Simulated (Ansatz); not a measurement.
# CH4FSn+ (SMILES F[CH+][SnH3]): functionals against CCSD(T) at one geometry

One table from this session's results is given with a row withheld; the runs are named, their logs left out.

The runs use Ansatz 0.2.0, Gaussian basis; single points in def2-TZVPP.

Cores are frozen in the correlated methods. Filled d shells of the heavier atoms are correlated. Core potentials replace the inner electrons past krypton, and spin-orbit coupling is left out.

## The system as given

SMILES `F[CH+][SnH3]`, 7 atoms, charge 1, spin multiplicity 1.

Atoms are counted from 1 here; the program's logs count them from 0.

Bond lengths: F1–C2 1.241 Å, C2–Sn3 2.309 Å, C2–H4 0.965 Å, Sn3–H5 1.699 Å, Sn3–H6 1.840 Å, Sn3–H7 1.763 Å. Angles: F1–C2–Sn3 117.5°, F1–C2–H4 118.9°, Sn3–C2–H4 123.5°, C2–Sn3–H5 106.8°, C2–Sn3–H6 94.9°, C2–Sn3–H7 100.5°, H5–Sn3–H6 120.6°, H5–Sn3–H7 124.2°, H6–Sn3–H7 104.0°.

Coordinates:

```csv
atom,x (Å),y (Å),z (Å)
F1,-0.1569,-1.7246,1.1028
C2,-0.5159,-1.1362,0.0705
Sn3,0.2687,1.0100,-0.2604
H4,-1.0596,-1.6090,-0.5710
H5,-0.4484,1.5806,-1.6909
H6,-0.2866,1.6335,1.3795
H7,2.0010,0.7540,-0.0544
```

Set-up of the first run:

run/in.yaml reads:

```yaml
crystal:
  periodic: [false, false, false]
  atoms:
    - {symbol: F, position_ang: [-0.156900, -1.724600, 1.102800]}
    - {symbol: C, position_ang: [-0.515900, -1.136200, 0.070500]}
    - {symbol: Sn, position_ang: [0.268700, 1.010000, -0.260400]}
    - {symbol: H, position_ang: [-1.059600, -1.609000, -0.571000]}
    - {symbol: H, position_ang: [-0.448400, 1.580600, -1.690900]}
    - {symbol: H, position_ang: [-0.286600, 1.633500, 1.379500]}
    - {symbol: H, position_ang: [2.001000, 0.754000, -0.054400]}
basis:
  gaussian: {orbitals: def2-TZVPP}
total_charge: 1
correlation: {method: ccsd_t}
output: {forces: true}
```

Run with:

```
ansatz run in.yaml --threads 4 --pin off --events-out ev --progress --plain --max-ram 5222MiB
```

Among the steps run: CCSD(T)/def2-TZVPP; PBE0-D4/def2-TZVPP; wB97M-V/def2-TZVPP; r2SCAN-D4/def2-TZVPP; PBE-D4/def2-TZVPP; B97M-V/def2-TZVPP; revPBE-D4/def2-TZVPP.

One of the session's tables, all rows but one given; the rest of the session is left out.

| method | RMS force component (eV/Å) | angle to CCSD(T) forces (°) |
| --- | --- | --- |
| CCSD(T) | 2.230 | reference |
| PBE0-D4 | 2.249 | 4.5 |
| wB97M-V | 2.206 | 1.9 |
| r2SCAN-D4 | 2.231 | 3.1 |
| PBE-D4 | 2.269 | 6.9 |
| B97M-V | 2.130 | 3.2 |
| revPBE-D4 | ? | ? |

**Question.** Estimate the row for revPBE-D4.

The run gave: RMS force component (eV/Å): 2.266; angle to CCSD(T) forces (°): 8.0. In the column «RMS force component (eV/Å)» it lies between PBE0-D4 (2.249) and PBE-D4 (2.269).

To keep in mind: The reference is not at the basis limit: in triple zeta CCSD(T) underbinds, which counts against methods that bind more; the gaps are no ranking.
